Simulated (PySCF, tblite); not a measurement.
**C₄H₈B₂S₂: geometry, infrared bands and NMR shifts**

Wanted: the infrared bands and NMR shifts of C₄H₈B₂S₂ (`C#CB(BSC)SC`), by calculation.

Programs: tblite 0.8.0 and PySCF 2.14.0, with density-fitted response routines of our own. Each step states its level of theory. These are calculated values for one molecule in the gas phase, unless marked as measured. Atoms are numbered from 0 throughout.

## 1. Starting geometry

16 atoms, charge 0, multiplicity 1; geometry from: force field or distance geometry start.

Bonds of the start (Å): C0–C1 1.20, C1–B2 1.54, B2–B3 1.66, B3–S4 1.88, S4–C5 1.81, B2–S6 1.88, S6–C7 1.83, C0–H8 1.06, B3–H9 1.19, C5–H10 1.11, C5–H11 1.11, C5–H12 1.11, C7–H13 1.12, C7–H14 1.10, C7–H15 1.11.

## 2. Optimising the geometry with GFN2-xTB

The job: settings as JSON, then the geometry in Å.

```
{"job": {"kind": "relax", "xc": "GFN2-xTB", "basis": "xTB"}, "charge": 0, "multiplicity": 1}
C      0.174700     2.904500    -0.464200
C      0.463600     1.758600    -0.648300
B      0.860600     0.280800    -0.856200
B     -0.285800    -0.809100    -1.370900
S     -2.075000    -0.293000    -1.653000
C     -2.593400    -0.597000     0.055800
S      2.618800    -0.279600    -0.523400
C      2.304900    -0.673200     1.232500
H     -0.094900     3.916700    -0.308200
H      0.018600    -1.948300    -1.505400
H     -2.017000     0.050900     0.751100
H     -3.670700    -0.361400     0.160800
H     -2.437300    -1.661900     0.333500
H      1.524100    -1.466200     1.306000
H      3.231400    -1.045700     1.691300
H      1.969900     0.233000     1.787300
```

On the command line:

```sh
OMP_NUM_THREADS=1 python probes_run.py task.json out
```

The driver reads the jobs from task.json and runs them one after another.

**Question.** This job is followed by: GFN2-xTB harmonic vibrations, gas phase; GIAO PBE0/pcSseg-1 NMR shielding, non-relativistic, gas phase. What will the session give for the following? strongest single infrared mode (GFN2-xTB); zero-point energy (GFN2-xTB); 13C shifts against TMS (PBE0/pcSseg-1); 1H shifts against TMS (PBE0/pcSseg-1, means over atoms taken as alike); 11B shifts against BF3·OEt2 (PBE0/pcSseg-1); 33S shifts against CS2 (PBE0/pcSseg-1).

As calculated:

```
                                                              quantity                        value
                             strongest single infrared mode (GFN2-xTB)         2603 cm⁻¹, 95 km/mol
                                          zero-point energy (GFN2-xTB)                69.9 kcal/mol
                                13C shifts against TMS (PBE0/pcSseg-1)  133.7, 91.5, 21.4, 19.8 ppm
1H shifts against TMS (PBE0/pcSseg-1, means over atoms taken as alike)   8.08, 4.68, 2.37, 2.24 ppm
                           11B shifts against BF3·OEt2 (PBE0/pcSseg-1)               76.3, 67.4 ppm
                                33S shifts against CS2 (PBE0/pcSseg-1)                 143, 126 ppm
```

In words: The optimisation took 191 steps and gained 1.874 eV; among the close pairs (by a distance rule), B3–S4 changed most, from 1.883 to 1.761 Å. No mode is imaginary among the 42: a minimum at this level. The strongest single mode, at 2603 cm⁻¹, moves mainly H9. Unscaled tight-binding wavenumbers are off by several per cent, some by more. Its intensities can rank the bands wrongly. At PBE0/pcSseg-1: The largest span, 577 ppm, is at S6, where the paramagnetic term is -697 ppm.
